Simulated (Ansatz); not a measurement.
# ZrPb: the cost of one run

Program: Ansatz 0.2.0. Level of theory: DFT LDA, scalar-relativistic, plane waves, PAW. These are calculated values, not measurements.

1 further run of the same task is left out (it didn't finish).

### Step 1. The starting structure

Symmetry: Fm-3m, No. 225, cubic system. Conventional cell: a = 6.040 Å, b = 6.040 Å, c = 6.040 Å, α = 90.00°, β = 90.00°, γ = 90.00°. Zr (site symmetry m-3m) has 6 Pb at 3.02 Å as nearest neighbours. Around Pb (site symmetry m-3m) lie 6 Zr at 3.02 Å.

As a file:

```xyz
2
Lattice="0.0000 3.0200 3.0200 3.0200 0.0000 3.0200 3.0200 3.0200 0.0000" Properties=species:S:1:pos:R:3 pbc="T T T"
Zr    0.0000    0.0000    0.0000
Pb    3.0200    3.0200    3.0200
```

The cell was made up by rule, so the compound may not exist in this form.

This is a trial structure, the rocksalt prototype, and another one may lie lower.

### Step 2. Seeking zero pressure, try 1

The input, input.yaml:

```yaml
crystal:
  lattice:
    - [0.0, 3.02, 3.02]
    - [3.02, 0.0, 3.02]
    - [3.02, 3.02, 0.0]
  atoms:
    - { symbol: Zr, position: [0.0, 0.0, 0.0] }
    - { symbol: Pb, position: [0.5, 0.5, 0.5] }
basis:
  ecutwfc: 420
kpoints:
  mp_grid: { grid: [6, 6, 6] }
hamiltonian:
  xc: lda
scf:
  occupations: { method: gaussian, width: 0.05 }
output:
  forces: true
  stress: true
  eigenvalues: true
```

Run with:

```bash
$ ansatz run input.yaml --threads 1 --pin off --max-ram 1228MiB --backend cpu --events-out ev --progress --plain --runs-dir out
```

**Question.** How long does this run take on 1 thread of an Arm CPU, shared host, and how much memory does it need?

About 1.8 s, with a peak of 0.3 GiB.
